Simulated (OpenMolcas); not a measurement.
# Mo³⁺ among point charges: CASSCF and CASPT2 levels and susceptibility

How does a field of 4 point charges split the states of Mo³⁺, and what χT follows?

Program: OpenMolcas 26.06. Level of theory: state-averaged CASSCF and CASPT2, spin-orbit coupling by RASSI with atomic mean-field integrals. These are calculated values, not measurements, unless marked.

**1. The atom as given**

- Species: Mo³⁺ (molybdenum, Z = 42, 39 electrons)
- Basis: ANO-RCC-VDZP [6s5p3d1f], 43 functions
- Scalar Hamiltonian: DKH2, point nucleus
- Inactive shells: 1s 2s 2p 3s 3p 3d 4s 4p
- Active space: 3 electrons in 5 orbitals (4d)
- Some configurations of this space: 4d³
- Orbitals: optimised for each spin and parity, averaged over all roots

The outer shells:

4d3
```
4d [↑ ][↑ ][↑ ][  ][  ]
```

The ion sits among 4 point charges of -0.98 e arranged as a tetrahedron (Td), 2.19 Å from the ion.

Each step is its own input file, run in one work folder so that later steps find the files of earlier ones. Labels, J, g values, rates, χT and fits are worked out afterwards by a script from the matrices that RASSI stores.

**2. Basis and integrals**

Contents of a.inp:

```
&GATEWAY
Coord
1

Mo 0.0 0.0 0.0
Basis=ANO-RCC-VDZP
Group=NoSym
NoMove
AngMom=0.0 0.0 0.0
AMFI
XField
4 Angstrom 0
1.264397 1.264397 1.264397 -0.980000
1.264397 -1.264397 -1.264397 -0.980000
-1.264397 1.264397 -1.264397 -0.980000
-1.264397 -1.264397 1.264397 -0.980000
&SEWARD
```

On the command line:

```console
> OMP_NUM_THREADS=1 MOLCAS_MEM=1689 MOLCAS_PROJECT=a pymolcas a.inp > a.log
```

**3. Reference wave functions, quartets, 10 roots**

Contents of a.inp:

```
&RASSCF
FileOrb=start.orb
Symmetry=1
Spin=4
nActEl=3 0 0
Inactive=18
Ras2=5
CIRoot=10 10 1
SDav=10
CIMx=300
Iter=120 100
PrWF=0.3
OrbListing=Nothing
MaxOrb=0
>>> COPY $Project.JobIph JOB001
```

start.orb holds the contracted functions of the basis, ordered by shell, or the orbitals of the step before.

**4. Reference wave functions, doublets, 40 roots**

Contents of a.inp:

```
&RASSCF
FileOrb=start.orb
Symmetry=1
Spin=2
nActEl=3 0 0
Inactive=18
Ras2=5
CIRoot=40 40 1
SDav=40
CIMx=300
Iter=120 100
PrWF=0.3
OrbListing=Nothing
MaxOrb=0
>>> COPY $Project.JobIph JOB002
```

**5. RASSI: spin-orbit coupling between the states**

Contents of a.inp:

```
&RASSI
NrOfJobIphs=2 10 40
1 2 3 4 5 6 7 8 9 10
1 2 3 4 5 6 7 8 9 10 11 12 13 14 15 16 17 18 19 20 21 22 23 24 25 26 27
28 29 30 31 32 33 34 35 36 37 38 39 40
IphNames
JOB001
JOB002
EJob
SpinOrbit
DIPRint=1.0
SOCoupling=1000.0
Subsets=2
Property=9
'ANGMOM' 1 'ANGMOM' 2 'ANGMOM' 3 'MLTPL  1' 1 'MLTPL  1' 2 'MLTPL  1' 3
'AMFI' 1 'AMFI' 2 'AMFI' 3
SOProperty=3
'ANGMOM' 1 'ANGMOM' 2 'ANGMOM' 3
```

**6. CASPT2: IPEA 0.25, imaginary shift 0.1 (closed shells correlated: 4s 4p)**

Contents of a.inp:

```
>>> COPY JOB001 $Project.JobIph
&CASPT2
Multistate=10 1 2 3 4 5 6 7 8 9 10
NoMult
Frozen=14
IPEA=0.25
Imaginary=0.1
MaxIter=60
WThr=0.0 0.3 0.05
PrWF=0.5
NoMix
>>> COPY JOB002 $Project.JobIph
&CASPT2
Multistate=40 1 2 3 4 5 6 7 8 9 10 11 12 13 14 15 16 17 18 19 20 21 22
23 24 25 26 27 28 29 30 31 32 33 34 35 36 37 38 39 40
NoMult
Frozen=14
IPEA=0.25
Imaginary=0.1
MaxIter=60
WThr=0.0 0.3 0.05
PrWF=0.5
NoMix
```

(Steps that only read results are left out.)

Q: Predict the outcome of this session. Wanted: spin-free ground state; first state of the same spin within the active space; lowest level; next level.

As calculated:

```
                                            quantity                                                                        value
                                              method  SS-CASPT2, IPEA 0.25, imaginary shift 0.1 (closed shells correlated: 4s 4p)
                              spin-free ground state                                              4T1, 3-fold in its orbital part
first state of the same spin within the active space                                                             4T2 at 1330 cm⁻¹
                                        lowest level                                                                    4-fold Γ8
                                          next level                                                                   502.0 cm⁻¹
                                         χT at 300 K                                                               0.35 cm³ K/mol
                           effective moment at 300 K                                                                      1.68 μB
```

Cost by method:

```csv
method,time of its own steps,time with the reference
A. CASSCF,14 s,14 s
"B. SS-CASPT2, IPEA 0.25, imaginary shift 0.1, +4s 4p",5.4 s,20 s
```

Times are of one thread on a shared host.

What this shows: The spin-free ground state (4T1) comes to 100 % from free-ion F terms and keeps the highest spin of the shell. χT at 300 K is 0.35, against 1.88 cm³ K/mol for the spin alone, so spin-orbit coupling lowers it. A ligand-field fit to the states below 45000 cm-1 gives 10Dq = -1852 cm-1, B = 661 cm-1 and C = 2864 cm-1 (C/B = 4.34), with a deviation of 320 cm-1. CASPT2 does not keep the components of a term degenerate, and the means are used. The field of point charges can differ much from that of real complexes. Point charges carry no covalency, so the field is a model and not that of real ligands.
